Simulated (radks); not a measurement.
# Tm³⁺ in [Xe] 4f12: an all-electron calculation

The task here is to estimate one member of a computed series from the others.

Program: radks (a radial shooting solver on a logarithmic mesh, Libxc functionals) version 1. Level of theory: scalar-relativistic Kohn-Sham, SCAN, spin-unpolarised, spherical densities, finite nucleus. These are calculated values, not measurements, unless marked.

## The system

| Quantity | Value |
| --- | --- |
| element | thulium (Z = 69) |
| charge | +3 |
| electrons | 66 |
| configuration | [Xe] 4f12 |
| nuclear rms radius | 5.2256 fm |

The outer shells:

Tm³⁺
```
[Xe] core
4f [↑↓][↑↓][↑↓][↑↓][↑↓][↑ ][↑ ]
```

The first run:

The run's settings:

```text
Z 69
configuration [Xe] 4f12 6s0 5d0
relativity scalar-relativistic
functional scan,scan
spin unpolarised
nucleus finite rms 5.2256 fm
c 137.035999084
```

The run is started by

```
$ python run_ks.py task.json out
```

The same process makes all the runs of this session.

One table of the session follows, with a row left open; its other results are not shown here.

It belongs to the step «Orbitals and density». Sizes of the orbitals, from the radial functions (bohr):

```
level      <r>  outermost maximum (interpolated)  90 % within  nodes
   1s  0.02001                            0.0126       0.0363      0
   2s  0.08484                            0.0718        0.131      1
   2p  0.07541                            0.0586        0.123      0
   3s   0.2207                             0.203        0.324      2
   3p   0.2201                             0.200        0.329      1
   3d   0.2000                             0.163        0.311      0
   4s   0.4973                             0.465        0.713      3
   4p   0.5275                             0.486        0.767      2
   4d   0.5702                             0.501        0.857      1
   5s        ?                                 ?            ?      ?
   5p    1.408                              1.23         2.06      3
   4f   0.7475                             0.493         1.28      0
   5d    2.032                              1.68         3.08      2
   6s    2.923                              2.68         4.18      5
```

Q: Estimate the row for 5s from the others.

As computed: <r>: 1.207; outermost maximum (interpolated): 1.08; 90 % within: 1.74; nodes: 4. In the column «<r>» it lies between 4f (0.7475) and 5p (1.408).

Limits of these values: Spin polarisation and multiplet splitting are left out.
